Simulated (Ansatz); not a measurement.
This script drives Ansatz's Python interface.

`h3o3si.py`:
```python
import ansatz as az
from ase import Atoms


def main() -> None:
    atoms = Atoms(["O", "Si", "O", "O", "H", "H", "H"], positions=[
        [-1.3264, -1.219, 0.1532],
        [-0.2657, 0.1292, 0.1754],
        [0.8838, -0.1491, 1.3777],
        [0.5843, 0.2799, -1.3542],
        [-0.9793, 1.3722, 0.4582],
        [1.3575, -0.9795, 1.1204],
        [-0.1929, 0.4982, -1.9763],
    ])

    first = (
        az.Crystal.molecule_from_ase(atoms).calculation()
        .basis(gaussian="cc-pVDZ")
        .spin("collinear", total=1)
        .functional("pbe0")
        .relax(force_tolerance=0.02, max_steps=80)
    )
    atoms.positions = first.run(threads=1).report["positions_ang"]

    rows = []
    for angle in [90, 100, 110, 120, 135, 150, 165, 179]:
        bent = atoms.copy()
        bent.set_angle(1, 2, 5, angle, indices=[5])
        setup = (
            az.Crystal.molecule_from_ase(bent).calculation()
            .basis(gaussian="cc-pVDZ")
            .correlation("mp2")
            .spin("collinear", total=1)
        )
        rows.append((angle, setup.run(threads=1).report["free_energy_ev"]))
    floor = min(e for _, e in rows)
    for angle, e in rows:
        print(f"angle Si1-O2-H5 = {angle:3d} deg   {1000 * (e - floor):9.1f} meV")


if __name__ == "__main__":
    main()
```

It is started by `python h3o3si.py`. Estimate its wall time and peak memory on 1 thread of Arm Neoverse V2, with other jobs on the host.

It took about 2.2 min, with a peak of 0.28 GiB, for 9 runs of the engine.

```console
$ python h3o3si.py
angle Si1-O2-H5 =  90 deg       275.1 meV
angle Si1-O2-H5 = 100 deg        80.4 meV
angle Si1-O2-H5 = 110 deg         0.0 meV
angle Si1-O2-H5 = 120 deg         3.8 meV
angle Si1-O2-H5 = 135 deg       113.2 meV
angle Si1-O2-H5 = 150 deg       278.7 meV
angle Si1-O2-H5 = 165 deg       428.3 meV
angle Si1-O2-H5 = 179 deg       502.7 meV
```

Reading the output:
- The scan is rigid, and the energies are electronic, in a modest basis. The zero is the lowest point of the grid, which needn't be the minimum.
- The run takes the species as open-shell (spin multiplicity 2), which needn't be its ground state.
- The start is relaxed with a density functional and scanned with the wavefunction method, so it isn't exactly that method's minimum.
